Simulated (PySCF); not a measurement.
# Lu(SH)3: other functionals and bases at one geometry

How far do other levels of theory move the description of Lu(SH)3, and what does each cost? It is a constructed species; whether it can be made isn't addressed.

Method: several levels, as the steps say, no spin–orbit coupling; program: PySCF 2.14.0.

1 further run of the same task is left out (for a known fault of the program).

### Step 1. Where the work starts

7 atoms, charge 0, spin multiplicity 1.

Bond lengths: Lu1–S2 2.534 Å, Lu1–S4 2.534 Å, Lu1–S6 2.534 Å, S2–H3 1.368 Å, S4–H5 1.368 Å, S6–H7 1.368 Å. Angles: S2–Lu1–S4 120.0°, S2–Lu1–S6 120.0°, S4–Lu1–S6 120.0°, Lu1–S2–H3 92.4°, Lu1–S4–H5 92.4°, Lu1–S6–H7 92.4°.

Geometry (Å):

```csv
atom,x (Å),y (Å),z (Å)
Lu1,0.0000,0.0000,0.9042
S2,2.4966,-0.4310,0.9191
H3,2.7866,0.9057,0.9094
S4,-0.8751,2.3776,0.9191
H5,-2.1777,1.9604,0.9094
S6,-1.6215,-1.9466,0.9191
H7,-0.6089,-2.8661,0.9094
```

Formal oxidation states: Lu +3. Each metal's 14 4f electrons lie in its core potential, so multiplicities, spins and levels count the valence alone. An earlier session relaxed this geometry at BP86, Lu lcecp-1-SVP with ECP60, S def2-SVP, H def2-SVP (singlet, point group C3h).

At BP86 on the finer grid: E = -1236.335683 Eh, HOMO -6.44 eV, LUMO -3.21 eV, Mulliken charge on Lu1 +0.61 e, largest force component 0.006 eV/Å. 

Levels to run: PBE; r2SCAN; M06-L; PBE0; BP86, TZVP. Hardware: 2 threads of Arm Neoverse V2, shared host.

### Step 2. PBE

run.py (the lines that set the calculation)

```python
mol = gto.M(atom='''
Lu     0.00000     0.00000     0.90424
S      2.49661    -0.43096     0.91913
H      2.78661     0.90572     0.90941
S     -0.87508     2.37761     0.91913
H     -2.17768     1.96041     0.90941
S     -1.62153    -1.94664     0.91913
H     -0.60892    -2.86613     0.90941''',
    basis={'Lu': 'lcecp-1-SVP', 'S': 'def2-SVP', 'H': 'def2-SVP'},
    ecp={'Lu': 'lcecp-1-SVP'},
    charge=0, spin=0)
mf = dft.RKS(mol, xc='PBE')
mf.grids.atom_grid = (75, 302)  # f atoms: unpruned, at least (60, 302)
mf = mf.density_fit()  # fitting sets: Lu AutoAux, S def2-universal-JKFIT, H def2-universal-JKFIT
mf.conv_tol = 1e-08; mf.max_cycle = 55
mf.kernel(dm0)  # dm0: the density of the relaxed state
```

The run is started by

```console
OMP_NUM_THREADS=2 python run.py
```

The log of the run:

```text
init E= -1235.63748666674
  HOMO = -0.233026532511598  LUMO = -0.115350792175523  gap/eV = 3.20212
cycle= 1 E= -1235.63755816814  delta_E= -7.15e-05  |g|= 0.00263  |ddm|= 0.0543
  HOMO = -0.233463899662501  LUMO = -0.115238314958816  gap/eV = 3.21708
cycle= 2 E= -1235.63755302761  delta_E= 5.14e-06  |g|= 0.00442  |ddm|= 0.0106
  HOMO = -0.233296901389311  LUMO = -0.115572482255086  gap/eV = 3.20344
cycle= 3 E= -1235.63755984578  delta_E= -6.82e-06  |g|= 0.00109  |ddm|= 0.0082
  HOMO = -0.23326080474668  LUMO = -0.115460240576287  gap/eV = 3.20552
cycle= 4 E= -1235.63756030827  delta_E= -4.62e-07  |g|= 0.000139  |ddm|= 0.00175
  HOMO = -0.233275851840725  LUMO = -0.115471068242968  gap/eV = 3.20563
cycle= 5 E= -1235.63756031435  delta_E= -6.08e-09  |g|= 2.6e-05  |ddm|= 0.00021
  HOMO = -0.233274276046189  LUMO = -0.115464260925325  gap/eV = 3.20577
Extra cycle  E= -1235.63756031384  delta_E= 5.12e-10  |g|= 4.39e-05  |ddm|= 0.000112
converged SCF energy = -1235.63756031384
```

Wall time 4.5 s (2 threads of Arm Neoverse V2, shared host).

It gives: E = -1235.637560 Eh, HOMO -6.35 eV, LUMO -3.14 eV, Mulliken charge on Lu1 +0.62 e, largest force component 0.034 eV/Å. 

### Step 3. r2SCAN

run.py (the lines that set the calculation): that of step 2 with these lines changed.

```diff
@@ -11,3 +11,3 @@
     charge=0, spin=0)
-mf = dft.RKS(mol, xc='PBE')
+mf = dft.RKS(mol, xc='R2SCAN')
 mf.grids.atom_grid = (75, 302)  # f atoms: unpruned, at least (60, 302)
```

The run is started by

```console
OMP_NUM_THREADS=2 python run.py
```

The log of the run:

```text
init E= -1236.09433519643
  HOMO = -0.244437214757235  LUMO = -0.0998247842493889  gap/eV = 3.93510
cycle= 1 E= -1236.09659572544  delta_E= -0.00226  |g|= 0.0433  |ddm|= 0.299
  HOMO = -0.245395414866192  LUMO = -0.114857022638567  gap/eV = 3.55213
cycle= 2 E= -1236.09388424556  delta_E= 0.00271  |g|= 0.0942  |ddm|= 0.213
  HOMO = -0.246138899421258  LUMO = -0.106294838176726  gap/eV = 3.80535
cycle= 3 E= -1236.09737490508  delta_E= -0.00349  |g|= 0.00309  |ddm|= 0.143
  HOMO = -0.245570094493966  LUMO = -0.105762140513985  gap/eV = 3.80437
cycle= 4 E= -1236.09737785497  delta_E= -2.95e-06  |g|= 0.000545  |ddm|= 0.00516
  HOMO = -0.245598354011436  LUMO = -0.105744301068082  gap/eV = 3.80562
cycle= 5 E= -1236.09737793091  delta_E= -7.59e-08  |g|= 0.000171  |ddm|= 0.000895
  HOMO = -0.245588724521532  LUMO = -0.10574038581462  gap/eV = 3.80547
cycle= 6 E= -1236.09737794085  delta_E= -9.93e-09  |g|= 2.8e-05  |ddm|= 0.000229
  HOMO = -0.245588960746427  LUMO = -0.105746807410043  gap/eV = 3.80530
Extra cycle  E= -1236.09737794054  delta_E= 3.08e-10  |g|= 3.93e-05  |ddm|= 0.000105
converged SCF energy = -1236.09737794054
```

It took 6.6 s on 2 threads of Arm Neoverse V2, shared host.

Read off: E = -1236.097378 Eh, HOMO -6.68 eV, LUMO -2.88 eV, Mulliken charge on Lu1 +0.78 e, largest force component 0.295 eV/Å. 

### Step 4. M06-L

run.py (the lines that set the calculation): that of step 3 with these lines changed.

```diff
@@ -11,3 +11,3 @@
     charge=0, spin=0)
-mf = dft.RKS(mol, xc='R2SCAN')
+mf = dft.RKS(mol, xc='M06L')
 mf.grids.atom_grid = (75, 302)  # f atoms: unpruned, at least (60, 302)
```

The run is started by

```console
OMP_NUM_THREADS=2 python run.py
```

The log of the run:

```text
init E= -1236.16830450331
  HOMO = -0.244618149600061  LUMO = -0.0773937382603087  gap/eV = 4.55041
cycle= 1 E= -1236.17326639863  delta_E= -0.00496  |g|= 0.0889  |ddm|= 0.43
  HOMO = -0.236937199457641  LUMO = -0.0966157905260907  gap/eV = 3.81834
cycle= 2 E= -1236.1623815574  delta_E= 0.0109  |g|= 0.189  |ddm|= 0.413
  HOMO = -0.240074543781107  LUMO = -0.0798451015838282  gap/eV = 4.36007
cycle= 3 E= -1236.17619888455  delta_E= -0.0138  |g|= 0.00672  |ddm|= 0.292
  HOMO = -0.240432659358021  LUMO = -0.0807102521611149  gap/eV = 4.34627
cycle= 4 E= -1236.17621468767  delta_E= -1.58e-05  |g|= 0.00204  |ddm|= 0.0129
  HOMO = -0.240081160057691  LUMO = -0.0804222178943803  gap/eV = 4.34454
cycle= 5 E= -1236.17621590215  delta_E= -1.21e-06  |g|= 0.000465  |ddm|= 0.00342
  HOMO = -0.240076994134995  LUMO = -0.0804205681880106  gap/eV = 4.34447
cycle= 6 E= -1236.17621598406  delta_E= -8.19e-08  |g|= 0.000142  |ddm|= 0.000841
  HOMO = -0.240082724251948  LUMO = -0.0804287143309566  gap/eV = 4.34441
cycle= 7 E= -1236.17621599129  delta_E= -7.23e-09  |g|= 2.07e-05  |ddm|= 0.000182
  HOMO = -0.240082669015398  LUMO = -0.080433843763938  gap/eV = 4.34427
Extra cycle  E= -1236.1762159911  delta_E= 1.88e-10  |g|= 2.94e-05  |ddm|= 7.48e-05
converged SCF energy = -1236.1762159911
```

Wall time 7 s (2 threads of Arm Neoverse V2, shared host).

Result: E = -1236.176216 Eh, HOMO -6.53 eV, LUMO -2.19 eV, Mulliken charge on Lu1 +0.99 e, largest force component 0.475 eV/Å. 

### Step 5. PBE0

run.py (the lines that set the calculation): that of step 4 with these lines changed.

```diff
@@ -11,3 +11,3 @@
     charge=0, spin=0)
-mf = dft.RKS(mol, xc='M06L')
+mf = dft.RKS(mol, xc='PBE0')
 mf.grids.atom_grid = (75, 302)  # f atoms: unpruned, at least (60, 302)
```

The run is started by

```console
OMP_NUM_THREADS=2 python run.py
```

The log of the run:

```text
init E= -1235.72493392803
  HOMO = -0.277202829729559  LUMO = -0.0820888633886732  gap/eV = 5.30932
cycle= 1 E= -1235.72758967024  delta_E= -0.00266  |g|= 0.0496  |ddm|= 0.267
  HOMO = -0.277315088327458  LUMO = -0.0983149241190731  gap/eV = 4.87084
cycle= 2 E= -1235.72630521596  delta_E= 0.00128  |g|= 0.0763  |ddm|= 0.202
  HOMO = -0.27834423476383  LUMO = -0.0898298009412102  gap/eV = 5.12974
cycle= 3 E= -1235.72849059954  delta_E= -0.00219  |g|= 0.00251  |ddm|= 0.124
  HOMO = -0.277946274930821  LUMO = -0.0896137183165884  gap/eV = 5.12479
cycle= 4 E= -1235.72849246885  delta_E= -1.87e-06  |g|= 0.000694  |ddm|= 0.00384
  HOMO = -0.278034598242306  LUMO = -0.0897352448611599  gap/eV = 5.12389
cycle= 5 E= -1235.72849263261  delta_E= -1.64e-07  |g|= 0.000126  |ddm|= 0.0013
  HOMO = -0.27802234894008  LUMO = -0.0897341406118706  gap/eV = 5.12358
cycle= 6 E= -1235.72849263756  delta_E= -4.95e-09  |g|= 2.59e-05  |ddm|= 0.000203
  HOMO = -0.278026461379362  LUMO = -0.0897389150069046  gap/eV = 5.12357
Extra cycle  E= -1235.72849263768  delta_E= -1.2e-10  |g|= 2.13e-05  |ddm|= 6.56e-05
converged SCF energy = -1235.72849263768
```

Run time: 4.7 s. Hardware: 2 threads of Arm Neoverse V2, shared host.

Read off: E = -1235.728493 Eh, HOMO -7.57 eV, LUMO -2.44 eV, Mulliken charge on Lu1 +0.78 e, largest force component 0.327 eV/Å. 

### Step 6. BP86, TZVP

Basis: Lu lcecp-1-TZVP with ECP60, S def2-TZVP, H def2-TZVP. 

run.py (the lines that set the calculation)

```python
mol = gto.M(atom='''
Lu     0.00000     0.00000     0.90424
S      2.49661    -0.43096     0.91913
H      2.78661     0.90572     0.90941
S     -0.87508     2.37761     0.91913
H     -2.17768     1.96041     0.90941
S     -1.62153    -1.94664     0.91913
H     -0.60892    -2.86613     0.90941''',
    basis={'Lu': 'lcecp-1-TZVP', 'S': 'def2-TZVP', 'H': 'def2-TZVP'},
    ecp={'Lu': 'lcecp-1-TZVP'},
    charge=0, spin=0)
mf = dft.RKS(mol, xc='B88,P86')
mf.grids.atom_grid = (75, 302)  # f atoms: unpruned, at least (60, 302)
mf = mf.density_fit()  # fitting sets: Lu AutoAux, S def2-universal-JKFIT, H def2-universal-JKFIT
mf.conv_tol = 1e-08; mf.max_cycle = 55
mf.kernel(dm0)  # dm0: free metal ions and neutral atoms
```

The run is started by

```console
OMP_NUM_THREADS=2 python run.py
```

The log of the run:

```text
init E= -1249.76366048171
  HOMO = -0.241985748827652  LUMO = -0.164060222110686  gap/eV = 2.12046
cycle= 1 E= -1236.44700371771  delta_E= 13.3  |g|= 1.69  |ddm|= 2.58
  HOMO = -0.278816775057357  LUMO = -0.0575062969233772  gap/eV = 6.02216
cycle= 2 E= -1235.99597691714  delta_E= 0.451  |g|= 1.68  |ddm|= 2.31
  HOMO = -0.229950050285609  LUMO = -0.156893881413536  gap/eV = 1.98796
cycle= 3 E= -1236.51898706217  delta_E= -0.523  |g|= 0.827  |ddm|= 2.16
  HOMO = -0.234445236731089  LUMO = -0.102695305184758  gap/eV = 3.58510
cycle= 4 E= -1236.74466606835  delta_E= -0.226  |g|= 0.0876  |ddm|= 0.833
  HOMO = -0.242556401148191  LUMO = -0.12591063893948  gap/eV = 3.17409
cycle= 5 E= -1236.74684410427  delta_E= -0.00218  |g|= 0.054  |ddm|= 0.212
  HOMO = -0.240240408784334  LUMO = -0.119610342131098  gap/eV = 3.28251
cycle= 6 E= -1236.74791622147  delta_E= -0.00107  |g|= 0.0115  |ddm|= 0.0677
  HOMO = -0.240657903373843  LUMO = -0.119438956676826  gap/eV = 3.29854
cycle= 7 E= -1236.74795949095  delta_E= -4.33e-05  |g|= 0.00263  |ddm|= 0.011
  HOMO = -0.240552254397493  LUMO = -0.119136937109732  gap/eV = 3.30388
cycle= 8 E= -1236.74796222517  delta_E= -2.73e-06  |g|= 0.000281  |ddm|= 0.00323
  HOMO = -0.240577820199675  LUMO = -0.119175179115992  gap/eV = 3.30353
cycle= 9 E= -1236.74796222185  delta_E= 3.33e-09  |g|= 9.07e-05  |ddm|= 0.000375
  HOMO = -0.240560872734099  LUMO = -0.119168600738969  gap/eV = 3.30325
Extra cycle  E= -1236.74796225395  delta_E= -3.21e-08  |g|= 0.000107  |ddm|= 0.000183
converged SCF energy = -1236.74796225395
```

It took 12 s on 2 threads of Arm Neoverse V2, shared host.

It gives: E = -1236.747962 Eh, HOMO -6.55 eV, LUMO -3.24 eV, Mulliken charge on Lu1 +1.09 e, largest force component 0.212 eV/Å. 

### Step 7. Results

| level | state | HOMO (eV) | gap (eV) | charge on Lu1 (e) | dipole (D) | largest force (eV/Å) | basis functions | time |
| --- | --- | --- | --- | --- | --- | --- | --- | --- |
| BP86 (relaxed here) | singlet | -6.44 | 3.24 | 0.61 | 0.10 | 0.01 | 102 | 11 s |
| PBE | singlet | -6.35 | 3.21 | 0.62 | 0.10 | 0.03 | 102 | 4.5 s |
| r2SCAN | singlet | -6.68 | 3.81 | 0.78 | 0.10 | 0.30 | 102 | 6.6 s |
| M06-L | singlet | -6.53 | 4.34 | 0.99 | 0.11 | 0.47 | 102 | 7 s |
| PBE0 | singlet | -7.57 | 5.12 | 0.78 | 0.10 | 0.33 | 102 | 4.7 s |
| BP86, TZVP | singlet | -6.55 | 3.30 | 1.09 | 0.10 | 0.21 | 176 | 12 s |

Times are on 2 threads of Arm Neoverse V2, shared host; the first row also made further properties.

In one basis the HOMO–LUMO gap runs from 3.21 eV (PBE) to 5.12 eV (PBE0). The largest leftover force, 0.47 eV/Å with M06-L, stands at a geometry relaxed at another level. The Mulliken charge on Lu spans +0.61 to +1.09 e over the levels. With 4f in the core, its levels are missing from HOMO and gap. Total energies of different levels can't be compared. Spin–orbit coupling is left out throughout.
